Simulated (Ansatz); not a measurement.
# C₃H₂BrCl: a ladder of functionals and wavefunction methods

Aim: compute C₃H₂BrCl with functionals from several rungs and with coupled cluster, and see how far each lands from CCSD(T) at the basis-set limit for the atomisation energy.

Computed with Ansatz 0.2.0, Gaussian basis. Level: functionals in def2-TZVPP, the program's frozen cores in correlated methods.

Levels to be run: LDA (SPW92), PBE-D4, revPBE-D4, BLYP-D4, r2SCAN-D4, B97M-V, PBE0-D4, B3LYP-D4, r2SCANh-D4, r2SCAN0-D4, HSE06-D4, BHLYP-D4, CAM-B3LYP-D4, LC-ωPBE, ωB97X-V, ωB97M-V, B2PLYP, PBE-QIDH; CCSD(T)/def2-SVP; CCSD(T)/def2-TZVPP; MP2/def2-QZVPP; extrapolation to the limit; RPA on PBE.

**1. Structure used throughout**

The geometry comes from an earlier relaxation with PBE0-D4 in a triple-zeta def2 set; it is a stationary point, not always the lowest conformer.

SMILES `ClC1=C(Br)C1`, 7 atoms, charge 0, spin multiplicity 1.

Atoms are counted from 1 here; the program's logs count them from 0.

Bond lengths: Cl1–C2 1.670 Å, C2–C3 1.286 Å, C2–C5 1.499 Å, C3–Br4 1.830 Å, C3–C5 1.502 Å, C5–H6 1.091 Å, C5–H7 1.091 Å. Angles: Cl1–C2–C3 150.7°, Cl1–C2–C5 144.5°, C3–C2–C5 64.7°, C2–C3–Br4 150.5°, C2–C3–C5 64.5°, Br4–C3–C5 145.0°, C2–C5–C3 50.8°, C2–C5–H6 119.4°, C2–C5–H7 119.4°, C3–C5–H6 119.4°, C3–C5–H7 119.4°, H6–C5–H7 114.2°.

**2. LDA**

This LDA is Slater exchange with PW92 correlation.

Input file in.yaml:

```yaml
crystal:
  periodic: [false, false, false]
  atoms:
    - {symbol: Cl, position_ang: [0.182462, -1.034004, 2.263094]}
    - {symbol: C, position_ang: [0.050137, -0.419818, 0.715595]}
    - {symbol: C, position_ang: [-0.166693, -0.583356, -0.541801]}
    - {symbol: Br, position_ang: [-0.559989, -1.667075, -1.962514]}
    - {symbol: C, position_ang: [0.130278, 0.825469, -0.114272]}
    - {symbol: H, position_ang: [1.106770, 1.257820, -0.337966]}
    - {symbol: H, position_ang: [-0.681665, 1.552865, -0.067936]}
basis:
  gaussian: {orbitals: def2-TZVPP}
hamiltonian: {xc: lda}
output: {orbitals: {seedname: orbitals}}
```

Further steps of the session: PBE-D4 (GGA); revPBE-D4 (GGA); BLYP-D4 (GGA); r2SCAN-D4 (meta-GGA); B97M-V (meta-GGA); PBE0-D4 (hybrid); B3LYP-D4 (hybrid); r2SCANh-D4 (hybrid); r2SCAN0-D4 (hybrid); HSE06-D4 (hybrid); BHLYP-D4 (hybrid); CAM-B3LYP-D4 (range-separated); LC-ωPBE (range-separated); ωB97X-V (range-separated); ωB97M-V (range-separated); B2PLYP (double hybrid); PBE-QIDH (double hybrid); CCSD(T) in def2-SVP; CCSD(T) in def2-TZVPP; MP2 in def2-QZVPP; RPA on PBE orbitals.

Q: Predict the results of all the runs planned. Wanted: atomisation energy, CCSD(T)/CBS; farthest beyond LDA; mean size of error, GGA; mean size of error, meta-GGA; mean size of error, hybrid; mean size of error, range-separated; mean size of error, double hybrid; gap, smallest and largest; T1 diagnostic.

**Answer**, as computed:

| quantity | value |
| --- | --- |
| atomisation energy, CCSD(T)/CBS | 2615.7 kJ/mol |
| functionals within 26.2 kJ/mol (1.0 %) | BLYP-D4, B3LYP-D4, r2SCANh-D4, r2SCAN0-D4, CAM-B3LYP-D4, LC-ωPBE, ωB97X-V, ωB97M-V, B2PLYP |
| farthest beyond LDA | PBE-D4 (+161.5 kJ/mol) |
| mean size of error, GGA | 82.2 kJ/mol |
| mean size of error, meta-GGA | 35.4 kJ/mol |
| mean size of error, hybrid | 54.3 kJ/mol |
| mean size of error, range-separated | 10.9 kJ/mol |
| mean size of error, double hybrid | 28.7 kJ/mol |
| gap, smallest and largest | 4.57 eV (LDA (SPW92)), 11.65 eV (LC-ωPBE) |
| T1 diagnostic | 0.0096 |
| triples share of the correlation energy | 4.6 % |

The LDA atomisation energy is off by 538.3 kJ/mol (21 %): it overbinds. PBE-D4 is off by +161.5 kJ/mol. Double hybrids carry the basis error of their MP2 part in triple zeta, and no dispersion term here, so their miss is partly the set-up's. Taken by rung, range-separated functionals do best (10.9 kJ/mol on average) and GGA ones worst beyond LDA (82.2 kJ/mol). The reference freezes the cores and leaves out relativity and excitations past (T), and its outer-core shells are covered unevenly, so misses under about 26.2 kJ/mol can't be ranked. All levels share the lack of spin-orbit coupling, which lowers the free heavy atoms and so the true binding. Hartree-Fock recovers 68 % of the binding; the rest is correlation. CCSD(T) in def2-SVP is off by -134.1 kJ/mol, more than most functionals: a good method in a small basis is no reference. Orbital gaps span 4.6 to 11.7 eV; exact exchange widens them. Correlated methods include outer-core shells of Br, which these sets cover unevenly.
